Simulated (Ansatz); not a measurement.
**CH₅BrOSi: small, medium and large basis sets**

One table from this session's results is given with a row withheld; the runs are named, their logs left out.

Program: Ansatz 0.2.0, Gaussian basis. Level of theory: one geometry, several basis sets. These are calculated values, not measurements.

Plan: PBE0-D4/def2-SVP; ωB97M-V/def2-SVP; PBE0-D4/def2-QZVPP; ωB97M-V/def2-QZVPP; the functionals' def2-TZVPP values are taken from earlier runs.

## The relaxed structure

The geometry comes from an earlier relaxation with PBE0-D4 in a triple-zeta def2 set; it is a stationary point, not always the lowest conformer.

SMILES `O[SiH2]CBr`, 9 atoms, charge 0, spin multiplicity 1.

Atoms are counted from 1 here; the program's logs count them from 0.

Bond lengths: O1–Si2 1.649 Å, O1–H5 0.957 Å, Si2–C3 1.877 Å, Si2–H6 1.479 Å, Si2–H7 1.486 Å, C3–Br4 1.948 Å, C3–H8 1.089 Å, C3–H9 1.089 Å. Angles: Si2–O1–H5 118.3°, O1–Si2–C3 111.4°, O1–Si2–H6 106.7°, O1–Si2–H7 111.0°, C3–Si2–H6 108.5°, C3–Si2–H7 107.7°, H6–Si2–H7 111.5°, Si2–C3–Br4 106.1°, Si2–C3–H8 113.4°, Si2–C3–H9 114.0°, Br4–C3–H8 106.9°, Br4–C3–H9 106.7°, H8–C3–H9 109.2°.

The first run:

The input, in.yaml:

```yaml
crystal:
  periodic: [false, false, false]
  atoms:
    - {symbol: O, position_ang: [-0.543458, 1.828451, -0.358088]}
    - {symbol: Si, position_ang: [0.242472, 0.595076, 0.402684]}
    - {symbol: C, position_ang: [-0.293208, -1.074819, -0.265375]}
    - {symbol: Br, position_ang: [0.670716, -2.408938, 0.776816]}
    - {symbol: H, position_ang: [-0.185784, 2.152962, -1.184726]}
    - {symbol: H, position_ang: [-0.131811, 0.669921, 1.831166]}
    - {symbol: H, position_ang: [1.713040, 0.705613, 0.219264]}
    - {symbol: H, position_ang: [-1.355276, -1.274151, -0.130071]}
    - {symbol: H, position_ang: [-0.028092, -1.240515, -1.308870]}
basis:
  gaussian: {orbitals: def2-SVP}
hamiltonian: {xc: pbe0, dispersion: d4}
output: {orbitals: {seedname: orbitals}}
```

On the command line:

```
> ansatz run in.yaml --threads 4 --pin off --events-out ev --progress --plain --max-ram 10444MiB
```

Steps of the session up to this table: PBE0-D4 in def2-SVP; ωB97M-V in def2-SVP; PBE0-D4 in def2-QZVPP; ωB97M-V in def2-QZVPP.

One of the session's tables, all rows but one given; the rest of the session is left out.

It belongs to the step «Density functionals: the series». 

```
functional       basis  HOMO (eV)  LUMO (eV)
   PBE0-D4    def2-SVP      -7.67      -0.11
   PBE0-D4  def2-TZVPP      -7.80      -0.45
   PBE0-D4  def2-QZVPP      -7.83      -0.61
   ωB97M-V    def2-SVP          ?          ?
   ωB97M-V  def2-TZVPP     -10.04       1.37
   ωB97M-V  def2-QZVPP     -10.06       0.96
```

Q: Estimate the row for ωB97M-V, def2-SVP from the others.

The run gave: HOMO (eV): -9.88; LUMO (eV): 1.95. In the column «HOMO (eV)» it lies between ωB97M-V, def2-TZVPP (-10.04) and PBE0-D4, def2-QZVPP (-7.83).
